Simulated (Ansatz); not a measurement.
# ClH3Sn: molecular dynamics

Purpose: to follow the molecule's vibrations and see whether its bonds hold. The start is relaxed first. Runs: 500 steps of 1 fs at constant energy, with velocities drawn for 700 K. SMILES of the start: [Cl][SnH3].

All numbers below are computed with Ansatz 0.2.0 (RKS PBE-D4/def2-SVP).

## Step 1: The starting structure

Bond lengths: Sn1–Cl2 2.410 Å, Sn1–H3 1.740 Å, Sn1–H4 1.739 Å, Sn1–H5 1.739 Å. Angles: Cl2–Sn1–H3 109.4°, Cl2–Sn1–H4 109.5°, Cl2–Sn1–H5 109.5°, H3–Sn1–H4 109.5°, H3–Sn1–H5 109.5°, H4–Sn1–H5 109.5°.

Coordinates:

```xyz
5

Sn    0.0000    0.0000    0.0000
Cl    0.0000    0.0000    2.4100
H     1.6408    0.0000   -0.5794
H    -0.8195    1.4198   -0.5794
H    -0.8195   -1.4198   -0.5794
```

## Step 2: Preparing the start

input.yaml

```yaml
crystal:
  periodic: [false, false, false]
  atoms:
    - { symbol: Sn, position_ang: [0.0, 0.0, 0.0] }
    - { symbol: Cl, position_ang: [0.0, 0.0, 2.41] }
    - { symbol: H, position_ang: [1.6408, 0.0, -0.5794] }
    - { symbol: H, position_ang: [-0.8195, 1.4198, -0.5794] }
    - { symbol: H, position_ang: [-0.8195, -1.4198, -0.5794] }
basis:
  gaussian: { orbitals: def2-SVP }
hamiltonian:
  xc: pbe
  dispersion: d4
relax:
  f_tol: 0.02
  max_steps: 40
```

Started as:

```sh
ansatz run input.yaml --threads 1 --pin off --max-ram 2048MiB --backend cpu --events-out ev --progress --plain --runs-dir out
```

After this run come: The run.

**Question.** What will these runs give? Wanted: relaxation of the start; temperature, first and last step; temperature, second half; potential energy, second half; largest change of the total energy; bonds formed or broken.

**Answer**, as computed:

| quantity | value |
| --- | --- |
| relaxation of the start | 3 moves, 0.035 eV lower |
| length | 500 steps of 1 fs |
| temperature, first and last step | 700 and 299 K |
| temperature, second half | mean 350 K, from 62 to 651 K |
| potential energy, second half | +28 meV/atom from the start |
| largest change of the total energy | 1.45 meV/atom |
| bonds formed or broken | 0 |

In words: The temperature starts at 700 K and averages 350 K in the second half, where it ranges from 62 to 651 K; a mean near half the start is what vibrations about a minimum give, since they share energy equally between motion and strain. The total energy strays from its start by at most 1.45 meV/atom, 5.4 % of the mean kinetic energy, which is poor: the step of 1 fs is too long for the fastest motion. No bond forms or breaks. 500 fs on 5 atoms is far too short and small for converged averages. The nuclei move classically, without zero-point motion, which matters most for hydrogen.
